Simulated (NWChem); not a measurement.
# the pair GaH2ClO···SiH4: a chain of runs

We compute the energy (singlet GaSiH6ClO, SVWN5/def2-SVP), then a single-point energy (singlet GaH2ClO, SVWN5/def2-SVP), then the energy (singlet SiH4, SVWN5/def2-SVP), then a single-point energy (singlet GaH2ClO, SVWN5/def2-SVP), then a single-point energy (singlet SiH4, SVWN5/def2-SVP) of ClGaH6OSi and its partners. 

Program for the calculation: NWChem 7.3.0.

## (1) The system as given

GaSiH6ClO has 10 atoms, charge 0, and is taken as a singlet. The two molecules were placed rigidly side by side, at 0.8 times their contact distance; the pair isn't optimised.

Bond lengths: O1–Ga2 1.772 Å, Ga2–Cl3 2.145 Å, O1–H4 0.960 Å, Ga2–H5 1.541 Å, Si6–H7 1.485 Å, Si6–H8 1.485 Å, Si6–H9 1.485 Å, Si6–H10 1.485 Å. Angles: O1–Ga2–Cl3 115.0°, O1–Ga2–H5 122.5°, Cl3–Ga2–H5 122.5°, Ga2–O1–H4 113.5°, H7–Si6–H8 109.5°, H7–Si6–H9 109.5°, H7–Si6–H10 109.5°, H8–Si6–H9 109.5°, H8–Si6–H10 109.5°, H9–Si6–H10 109.5°.

## (2) The energy at SVWN5/def2-SVP (run 1)

clgah6osi.nw reads:

```
echo
start clgah6osi
title "ClGaH6OSi energy"
memory total 2200 mb

geometry units angstroms noautosym nocenter noautoz
O     -1.162400     0.530740    -0.488600
Ga     0.460000     0.222840     0.154500
Cl     0.917500    -1.841860     0.512900
H     -1.682300    -0.267060    -0.614000
H      1.467200     1.355340     0.435200
Si    -3.800240     1.186520    -2.402590
H     -4.019830    -0.167110    -2.971350
H     -2.877940     1.948620    -3.281570
H     -3.204740     1.063680    -1.048270
H     -5.098460     1.900760    -2.309650
end

basis spherical bse
* library def2-SVP
end

dft
xc slater vwn_5
grid fine
convergence energy 1e-08
iterations 100
mulliken
print low
end

task dft energy
```

Run with:

```bash
nwchem clgah6osi.nw > clgah6osi.out
```

Log:

```text
[...]
 d= 0,ls=0.0,diis     1  -2746.5042292787 -3.13D+03  2.15D-02  1.26D+00     2.2
[...]
 d= 0,ls=0.0,diis    12  -2746.6294396085 -1.33D-09  2.31D-07  5.95D-10    17.2
         Total DFT energy =    -2746.629439608500
      One electron energy =    -4600.138826453657
           Coulomb energy =     1594.251491117999
    Exchange-Corr. energy =     -128.656880830871
 Nuclear repulsion energy =      387.914776558030
[...]
      Total Density - Mulliken Population Analysis
     ---------------------------------------------
    Atom       Charge   Shell Charges
 -----------   ------   -------------------------------------------------------
    1 O    8     8.34   1.99  1.07  0.68  2.84  1.76  0.01
    2 Ga  31    30.63   2.00  2.00  1.99  1.10  0.04  6.00  5.98  0.94  0.41  8.00  1.85  0.32
    3 Cl  17    17.19   2.00  1.98  1.29  0.66  5.92  2.15  3.17  0.01
    4 H    1     0.78   0.66  0.06  0.07
    5 H    1     1.02   0.65  0.36  0.01
    6 Si  14    13.96   2.00  1.98  1.09  0.27  5.92  1.39  1.20  0.11
    7 H    1     1.03   0.70  0.32  0.01
    8 H    1     1.02   0.70  0.31  0.01
    9 H    1     1.01   0.69  0.31  0.01
   10 H    1     1.02   0.70  0.31  0.01
[...]
```

Run time: 18 s. Hardware: 1 thread of Intel Xeon Platinum 8559C (Emerald Rapids), shared host; peak memory 0.12 GiB.

## (3) GaH2ClO: a single-point energy at SVWN5/def2-SVP (run 2)

sp.nw reads:

```
start sp
memory total 2200 mb

geometry units angstrom noautosym nocenter noautoz
  O     -1.162400     0.530740    -0.488600
  Ga     0.460000     0.222840     0.154500
  Cl     0.917500    -1.841860     0.512900
  H     -1.682300    -0.267060    -0.614000
  H      1.467200     1.355340     0.435200
end

basis spherical bse
  O library def2-SVP
  Ga library def2-SVP
  Cl library def2-SVP
  H library def2-SVP
end

dft
  xc slater vwn_5
  grid fine
  convergence energy 1e-08
  iterations 100
  mulliken
  print low
end

task dft energy
```

Run with:

```bash
nwchem sp.nw > sp.out
```

Log:

```text
[...]
 d= 0,ls=0.0,diis     1  -2455.9440535208 -2.71D+03  3.18D-02  1.13D+00     1.0
[...]
 d= 0,ls=0.0,diis    12  -2456.0588960068 -9.06D-10  2.92D-07  3.73D-10     7.6
         Total DFT energy =    -2456.058896006837
      One electron energy =    -3931.646181816558
           Coulomb energy =     1328.081370593299
    Exchange-Corr. energy =     -107.548831344442
 Nuclear repulsion energy =      255.054746560864
[...]
      Total Density - Mulliken Population Analysis
     ---------------------------------------------
    Atom       Charge   Shell Charges
 -----------   ------   -------------------------------------------------------
    1 O    8     8.36   1.99  1.07  0.67  2.85  1.78  0.01
    2 Ga  31    30.64   2.00  2.00  1.99  1.10  0.04  6.00  5.98  0.94  0.42  8.00  1.85  0.32
    3 Cl  17    17.19   2.00  1.98  1.28  0.66  5.92  2.15  3.18  0.01
    4 H    1     0.79   0.66  0.06  0.07
    5 H    1     1.02   0.65  0.36  0.01
[...]
```

It took 8.1 s on 1 thread of Intel Xeon Platinum 8559C (Emerald Rapids), shared host; peak memory 0.12 GiB.

## (4) SiH4: a single-point energy at SVWN5/def2-SVP (run 3)

work.nw reads:

```
start work
title "H4Si"
memory total 2200 mb

geometry units angstrom noautosym nocenter noautoz
   Si    -3.800240     1.186520    -2.402590
   H     -4.019830    -0.167110    -2.971350
   H     -2.877940     1.948620    -3.281570
   H     -3.204740     1.063680    -1.048270
   H     -5.098460     1.900760    -2.309650
end

basis "ao basis" spherical bse
   Si library def2-SVP
   H library def2-SVP
end

dft
   xc slater vwn_5
   mult 1
   grid fine
   convergence energy 1e-08
   iterations 100
   mulliken
   print low
end

task dft
```

Run with:

```bash
nwchem work.nw > work.out
```

Log:

```text
[...]
 d= 0,ls=0.0,diis     1   -290.5560331457 -3.12D+02  9.38D-03  1.40D-01     0.2
[...]
 d= 0,ls=0.0,diis     7   -290.5674073260 -1.71D-13  2.15D-08  2.50D-13     0.9
         Total DFT energy =     -290.567407325998
      One electron energy =     -445.468952263438
           Coulomb energy =      154.731420643711
    Exchange-Corr. energy =      -21.100469859954
 Nuclear repulsion energy =       21.270594153683
[...]
      Total Density - Mulliken Population Analysis
     ---------------------------------------------
    Atom       Charge   Shell Charges
 -----------   ------   -------------------------------------------------------
    1 Si  14    13.92   2.00  1.98  1.09  0.27  5.92  1.39  1.17  0.11
    2 H    1     1.02   0.70  0.31  0.01
    3 H    1     1.02   0.70  0.31  0.01
    4 H    1     1.02   0.70  0.31  0.01
    5 H    1     1.02   0.70  0.31  0.01
[...]
```

Wall time 1.4 s (1 thread of Intel Xeon Platinum 8559C (Emerald Rapids), shared host); peak memory 0.11 GiB.

## (5) GaH2ClO among ghost functions: the energy at SVWN5/def2-SVP (with ghost functions) (run 4)

struct.nw reads:

```
start struct
memory 2200 mb
charge 0
geometry units bohr noautosym nocenter noautoz
   O   -2.19661765   1.00295324  -0.92332018
   Ga   0.86927402   0.42110657   0.29196269
   Cl   1.73382372  -3.48061096   0.96924053
   H   -3.17908626  -0.50467026  -1.16029184
   H    2.77260617   2.56122141   0.82240881
   bqSi    -7.181413     2.242198    -4.540237
   bqH     -7.596378    -0.315792    -5.615038
   bqH     -5.438518     3.682358    -6.201269
   bqH     -6.056081     2.010064    -1.980943
   bqH     -9.634693     3.591916    -4.364606
end
basis spherical bse
   O library def2-SVP
   Ga library def2-SVP
   Cl library def2-SVP
   H library def2-SVP
   bqSi library Si def2-SVP
   bqH library H def2-SVP
end
dft
   xc slater vwn_5
   grid fine
   convergence energy 1e-08
   maxiter 100
   mulliken
   print low
end
task dft energy
```

Run with:

```bash
nwchem struct.nw > struct.out
```

Log:

```text
[...]
 d= 0,ls=0.0,diis     1  -2455.9471723922 -2.71D+03  2.09D-02  1.13D+00     2.0
[...]
 d= 0,ls=0.0,diis    12  -2456.0619599728 -8.61D-10  1.94D-07  3.75D-10    16.7
         Total DFT energy =    -2456.061959972796
      One electron energy =    -3931.508005259294
           Coulomb energy =     1327.933336556028
    Exchange-Corr. energy =     -107.542019393821
 Nuclear repulsion energy =      255.054728124291
[...]
      Total Density - Mulliken Population Analysis
     ---------------------------------------------
    Atom       Charge   Shell Charges
 -----------   ------   -------------------------------------------------------
    1 O    8     8.34   1.99  1.07  0.68  2.85  1.75  0.01
    2 Ga  31    30.64   2.00  2.00  1.99  1.10  0.04  6.00  5.98  0.94  0.41  8.00  1.85  0.33
    3 Cl  17    17.19   2.00  1.98  1.29  0.66  5.92  2.15  3.17  0.01
    4 H    1     0.78   0.66  0.05  0.07
    5 H    1     1.02   0.65  0.36  0.01
    6 X    0     0.01   0.00  0.00 -0.00  0.01  0.00 -0.00  0.01 -0.00
    7 X    0    -0.00   0.00 -0.00 -0.00
    8 X    0    -0.00  -0.00 -0.00 -0.00
    9 X    0     0.03  -0.00  0.03  0.00
   10 X    0     0.00   0.00  0.00 -0.00
[...]
```

It took 17 s on 1 thread of Intel Xeon Platinum 8559C (Emerald Rapids), shared host; peak memory 0.12 GiB.

## (6) SiH4 among ghost functions: a single-point energy at SVWN5/def2-SVP (with ghost functions) (run 5)

run.nw reads:

```
start run
memory stack 880 mb heap 220 mb global 1100 mb
charge 0

geometry units atomic noautosym nocenter noautoz
 Si -7.18141281  2.24219784 -4.54023709
 H  -7.59637777 -0.31579213 -5.61503772
 H  -5.43851840  3.68235812 -6.20126856
 H  -6.05608090  2.01006388 -1.98094320
 H  -9.63469306  3.59191583 -4.36460594
 bqO     -2.196618     1.002953    -0.923320
 bqGa     0.869274     0.421107     0.291963
 bqCl     1.733824    -3.480611     0.969241
 bqH     -3.179086    -0.504670    -1.160292
 bqH      2.772606     2.561221     0.822409
end

basis "ao basis" spherical bse
 Si library def2-SVP
 H library def2-SVP
 bqO library O def2-SVP
 bqGa library Ga def2-SVP
 bqCl library Cl def2-SVP
 bqH library H def2-SVP
end

dft
 xc slater vwn_5
 grid fine
 convergence energy 1e-08
 iterations 100
 mulliken
 print low
end

task dft
```

Run with:

```bash
nwchem run.nw > run.out
```

Log:

```text
[...]
 d= 0,ls=0.0,diis     1   -290.5561951858 -3.12D+02  3.20D-03  1.41D-01     1.4
[...]
 d= 0,ls=0.0,diis     7   -290.5675963476 -1.04D-10  4.38D-08  1.50D-11     7.5
         Total DFT energy =     -290.567596347606
      One electron energy =     -445.464470158022
           Coulomb energy =      154.726049267235
    Exchange-Corr. energy =      -21.099768064095
 Nuclear repulsion energy =       21.270592607276
[...]
      Total Density - Mulliken Population Analysis
     ---------------------------------------------
    Atom       Charge   Shell Charges
 -----------   ------   -------------------------------------------------------
    1 Si  14    13.93   2.00  1.98  1.09  0.27  5.92  1.39  1.18  0.11
    2 H    1     1.02   0.70  0.31  0.01
    3 H    1     1.02   0.70  0.31  0.01
    4 H    1     1.01   0.70  0.30  0.01
    5 H    1     1.02   0.70  0.31  0.01
    6 X    0    -0.00  -0.00  0.00 -0.00 -0.00  0.00  0.00
    7 X    0     0.00   0.00  0.00  0.00 -0.00  0.00 -0.00 -0.00  0.00  0.00  0.00 -0.00  0.00
    8 X    0    -0.00  -0.00 -0.00  0.00 -0.00 -0.00  0.00 -0.00 -0.00
    9 X    0     0.00  -0.00  0.00  0.00
   10 X    0    -0.00   0.00 -0.00 -0.00
[...]
```

Wall time 8.1 s (1 thread of Intel Xeon Platinum 8559C (Emerald Rapids), shared host); peak memory 0.12 GiB.

## (7) Results

```
                                                                                                                   quantity           value
                                                                                        run 1, SVWN5/def2-SVP: total energy  -2746.62944 Eh
                                                                                                      GaH2ClO: total energy  -2456.05890 Eh
                                                                                                         SiH4: total energy   -290.56741 Eh
                                                                                GaH2ClO among ghost functions: total energy  -2456.06196 Eh
                                                                                   SiH4 among ghost functions: total energy   -290.56760 Eh
              interaction energy of the rigid parts GaH2ClO and SiH4 (parts in their own basis; closest atoms 2.07 Å apart)       -0.085 eV
interaction energy of the rigid parts GaH2ClO and SiH4 (parts in the whole basis, counterpoise; closest atoms 2.07 Å apart)        0.003 eV
```

What this shows: The interaction energy of the rigid parts GaH2ClO and SiH4 (parts in their own basis; closest atoms 2.07 Å apart) is −0.09 eV (−8.2 kJ/mol). Without counterpoise this holds the superposition error of the basis. The interaction energy of the rigid parts GaH2ClO and SiH4 (parts in the whole basis, counterpoise; closest atoms 2.07 Å apart) is 0.00 eV (0.3 kJ/mol). The basis-set superposition error is 8.5 kJ/mol. It is larger than the uncorrected attraction, which is thus an artefact of the basis. Mulliken charges (run 1, SVWN5/def2-SVP) run from -0.34 on O1 to +0.37 on Ga2; they depend strongly on the basis.
